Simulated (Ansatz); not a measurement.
# PtTe: the cost of one run

Computed with Ansatz 0.2.0 (DFT PBEsol+U (U_eff = 6 eV on Pt d), plane waves, PAW, no spin–orbit coupling unless a run says so, unless a step's input says otherwise).

**1. Starting point**

It takes space group P6_3/mmc (No. 194, hexagonal). Conventional cell: a = 4.111 Å, b = 4.111 Å, c = 5.446 Å, α = 90.00°, β = 90.00°, γ = 120.00°. Te (site symmetry -6m2) is surrounded by 6 Pt at 2.74 Å. Around Pt (site symmetry -3m) lie 2 Pt at 2.72 Å and 6 Te at 2.74 Å.

Structure file:

```xyz
4
Lattice="4.1110 0.0000 0.0000 -2.0555 3.5602 0.0000 0.0000 0.0000 5.4460" Properties=species:S:1:pos:R:3 pbc="T T T"
Te    0.0000    2.3735    1.3615
Te    2.0555    1.1867    4.0845
Pt    0.0000    0.0000    0.0000
Pt    0.0000    0.0000    2.7230
```

**2. Ferromagnetic start, free, symmetry kept, no search**

The input, input.yaml:

```yaml
crystal:
  lattice:
    - [4.11099924, 0.0, 0.0]
    - [-2.05549962, 3.56022978, 0.0]
    - [0.0, 0.0, 5.44599925]
  atoms:
    - { symbol: Te, position: [0.3333333333, 0.6666666667, 0.25] }
    - { symbol: Te, position: [0.6666666667, 0.3333333333, 0.75] }
    - { symbol: Pt, position: [0.0, 0.0, 0.0], spin: 2.0 }
    - { symbol: Pt, position: [0.0, 0.0, 0.5], spin: 2.0 }
basis:
  ecutwfc: 420
  ecutrho_ratio: 4
kpoints:
  mp_grid: { grid: [5, 5, 4] }
hamiltonian:
  xc: pbesol
  hubbard:
    sites: [{ site: 2, l: d, u_eff: 6.0 }, { site: 3, l: d, u_eff: 6.0 }]
scf:
  occupations: { method: gaussian, width: 0.05 }
  lower_state_search: "off"
  max_iter: 150
output:
  forces: true
  stress: true
  eigenvalues: true
  populations: true
  hubbard: { sites: [{ site: 2, l: d }, { site: 3, l: d }] }
magnetization:
  spin_polarized: true
```

Launch:

```
> ansatz run input.yaml --threads 2 --pin off --max-ram 3072MiB --backend cpu --events-out ev --progress --plain --runs-dir out
```

What time and memory should one allow on 2 threads of Intel Xeon Platinum 8559C (Emerald Rapids), shared host?

About 3.9 s, with a peak of 0.52 GiB.
